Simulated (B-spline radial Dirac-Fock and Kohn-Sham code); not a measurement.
# Ga: the cost of one run

Program: B-spline radial Dirac-Fock and Kohn-Sham code, version 5. Model: a free atom or ion on a radial basis; each step names its model. All values are calculated, but those marked as tabulated.

### 1 The system

The Ga⁵⁺ ion, [Ar] 3d8.

- nuclear charge: 31
- electrons: 26
- mass number: 69
- nuclear rms radius: 3.9973 fm

### 2 Photoionisation

Model: independent-particle photoionisation: Dirac-Hartree-Slater potential of the initial state with a Latter tail for bound and continuum orbitals, all multipoles (length form near threshold, velocity form far above), thresholds from Dirac-Fock Delta-SCF.

Input, one item of task.json (shells as n, l, occupation):

```json
{
  "Z": 31,
  "q": 5,
  "cfg": [[1, 0, 2], [2, 0, 2], [2, 1, 6], [3, 0, 2], [3, 1, 6], [3, 2, 8]],
  "A": 69,
  "rrms": 3.9973,
  "tag": "ground",
  "do": ["photo", "scan", "binding", "quiet"],
  "hv": [27.2, 48.9, 68.0, 168.0, 228.0, 335.0, 365.0, 379.0, 770.0, 1630.0, 1950.0, 3060.0, 5680.0, 5710.0, 10300.0, 25600.0, 36900.0, 41700.0, 56900.0, 67500.0, 82800.0, 93100.0, 117000.0, 136000.0],
  "s": [0, 0.05, 0.06, 0.07, 0.09, 0.11, 0.14, 0.18, 0.22, 0.28, 0.35, 0.44, 0.55, 0.69, 0.87, 1.09, 1.36, 1.71, 2.14, 2.69, 3.37, 4.22, 5.29],
  "pz": [0, 0.1, 0.2, 0.3, 0.4, 0.5, 0.6, 0.8, 1.0, 1.2, 1.4, 1.6, 1.8, 2.0, 2.5, 3.0, 4.0, 5.0, 7.0, 10.0, 15.0, 20.0, 30.0, 40.0, 60.0, 100.0],
  "hv_scatter": [1000, 2000, 5000, 8047.8, 10000, 30000, 50000, 200000],
  "holes": ["K", "L1", "L2", "L3", "M1", "M2", "M3", "M4", "M5", "N1", "N2", "N3", "N4", "N5", "N6", "N7"]
}
```

Run with:

```
> python xray_run.py task.json out
```

**Question.** How long does this run take on 1 thread of Arm Neoverse V1, shared host, and how much memory does it need?

About 3.2 s, with a peak of 0.48 GiB.
